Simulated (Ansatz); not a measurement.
# Sc3I: what a guessed cell relaxes into

Computed with Ansatz 0.2.0 (DFT PBE, scalar-relativistic, plane waves, PAW, unless a step's input says otherwise).

## Step 1: The system as given

The structure is cubic, space group Pm-3m (No. 221). Conventional cell: a = 4.584 Å, b = 4.584 Å, c = 4.584 Å, α = 90.00°, β = 90.00°, γ = 90.00°. Sc (site symmetry 4/mmm) is surrounded by 8 Sc at 3.24 Å and 4 I at 3.24 Å. Around I (site symmetry m-3m) lie 12 Sc at 3.24 Å.

Structure file:

```cif
data_structure
_symmetry_space_group_name_H-M 'Pm-3m'
_symmetry_Int_Tables_number 221
_cell_length_a 4.5839
_cell_length_b 4.5839
_cell_length_c 4.5839
_cell_angle_alpha 90.000
_cell_angle_beta 90.000
_cell_angle_gamma 90.000
_cell_volume 96.32
loop_
_atom_site_label
_atom_site_type_symbol
_atom_site_symmetry_multiplicity
_atom_site_Wyckoff_symbol
_atom_site_fract_x
_atom_site_fract_y
_atom_site_fract_z
_atom_site_occupancy
Sc1 Sc 3 c 0.00000 0.50000 0.50000 1
I1 I 1 a 0.00000 0.00000 0.00000 1
```

A structure generator made this guess: random cell by space group and Wyckoff sites (Pm-3m, No. 221). Its size is a rough estimate.

## Step 2: Probe: one point on a coarse mesh

The input, input.yaml:

```yaml
crystal:
  lattice:
    - [4.58394016, 0.0, 0.0]
    - [0.0, 4.58394016, 0.0]
    - [0.0, 0.0, 4.58394016]
  atoms:
    - { symbol: Sc, position: [0.0, 0.5, 0.5] }
    - { symbol: Sc, position: [0.5, 0.0, 0.5] }
    - { symbol: Sc, position: [0.5, 0.5, 0.0] }
    - { symbol: I, position: [0.0, 0.0, 0.0] }
basis:
  ecutwfc: 420
kpoints:
  mp_grid: { grid: [4, 4, 4] }
hamiltonian:
  xc: pbe
scf:
  occupations: { method: gaussian, width: 0.1 }
  lower_state_search: "off"
output:
  forces: true
  stress: true
  eigenvalues: true
```

The run is started by

```bash
> ansatz run input.yaml --threads 1 --pin off --max-ram 2048MiB --backend cpu --events-out ev --progress --plain --runs-dir out
```

**Question.** How long does this run take on 1 thread of AMD EPYC 9R14 (Zen 4), shared host, and how much memory does it need?

About 1.2 s, with a peak of 0.41 GiB.
